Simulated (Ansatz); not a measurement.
**CH5AlF2Si: up Jacob's ladder to CCSD(T)**

An exercise on one series of results from a longer session: the logs are not shown, and one member is left open.

Method: functionals in def2-TZVPP, the program's frozen cores in correlated methods; program: Ansatz 0.2.0, Gaussian basis.

Plan: PBE-D4, r2SCAN-D4, PBE0-D4, B3LYP-D4, ωB97X-V, ωB97M-V, B2PLYP; CCSD(T)/def2-TZVPP; MP2/def2-QZVPP; extrapolation to the limit.

**Structure used throughout**

An earlier PBE0-D4 in a triple-zeta def2 set relaxation fixed the geometry.

SMILES `[CH3][Al]([F])[SiH2]F`, 10 atoms, charge 0, spin multiplicity 1.

Atoms are counted from 1 here; the program's logs count them from 0.

Bond lengths: C1–Al2 1.939 Å, C1–H6 1.095 Å, C1–H7 1.095 Å, C1–H8 1.093 Å, Al2–F3 1.657 Å, Al2–Si4 2.466 Å, Si4–F5 1.615 Å, Si4–H9 1.490 Å, Si4–H10 1.490 Å. Angles: Al2–C1–H6 110.8°, Al2–C1–H7 110.7°, Al2–C1–H8 112.2°, H6–C1–H7 106.8°, H6–C1–H8 108.1°, H7–C1–H8 108.1°, C1–Al2–F3 118.6°, C1–Al2–Si4 127.8°, F3–Al2–Si4 113.5°, Al2–Si4–F5 109.2°, Al2–Si4–H9 113.1°, Al2–Si4–H10 113.1°, F5–Si4–H9 107.1°, F5–Si4–H10 107.1°, H9–Si4–H10 107.0°.

The first run:

File in.yaml:

```yaml
crystal:
  periodic: [false, false, false]
  atoms:
    - {symbol: C, position_ang: [-0.792879, -1.811011, 0.067259]}
    - {symbol: Al, position_ang: [0.508844, -0.422682, 0.437490]}
    - {symbol: F, position_ang: [1.827500, -0.798679, 1.367708]}
    - {symbol: Si, position_ang: [0.471635, 1.925917, -0.314470]}
    - {symbol: F, position_ang: [-0.848480, 2.175906, -1.210558]}
    - {symbol: H, position_ang: [-0.320333, -2.664242, -0.429626]}
    - {symbol: H, position_ang: [-1.230209, -2.189450, 0.996795]}
    - {symbol: H, position_ang: [-1.606330, -1.454676, -0.569098]}
    - {symbol: H, position_ang: [0.426252, 2.899348, 0.813224]}
    - {symbol: H, position_ang: [1.647200, 2.288470, -1.155825]}
basis:
  gaussian: {orbitals: def2-TZVPP}
hamiltonian: {xc: pbe, dispersion: d4}
output: {forces: true, orbitals: {seedname: orbitals}}
```

Launch:

```
$ ansatz run in.yaml --threads 4 --pin off --events-out ev --progress --plain --max-ram 10444MiB
```

Steps of the session up to this table: PBE-D4 (GGA); r2SCAN-D4 (meta-GGA); PBE0-D4 (hybrid); B3LYP-D4 (hybrid); ωB97X-V (range-separated); ωB97M-V (range-separated); B2PLYP (double hybrid); CCSD(T) in def2-TZVPP; MP2 in def2-QZVPP.

One of the session's tables, all rows but one given; the rest of the session is left out.

| method | atomisation energy (kcal/mol) |
| --- | --- |
| PBE-D4 | 860.8 |
| r2SCAN-D4 | 859.1 |
| PBE0-D4 | 848.6 |
| B3LYP-D4 | 853.4 |
| ωB97X-V | 860.4 |
| ωB97M-V | 857.0 |
| B2PLYP | 847.9 |
| HF/def2-TZVPP | 652.4 |
| MP2/def2-TZVPP | 853.0 |
| CCSD/def2-TZVPP | 827.9 |
| CCSD(T)/def2-TZVPP | ? |
| MP2/CBS | 876.3 |
| CCSD(T)/CBS | 861.1 |

Q: Estimate the row for CCSD(T)/def2-TZVPP from the others.

The run gave: atomisation energy (kcal/mol): 837.8. In the column «atomisation energy (kcal/mol)» it lies between CCSD/def2-TZVPP (827.9) and B2PLYP (847.9).

Limits of these values: Free atoms (1 C, 1 Al, 2 F, 1 Si, 5 H) were run apart at each level; the atomisation energy is their sum less the molecule, without zero-point or spin-orbit terms.
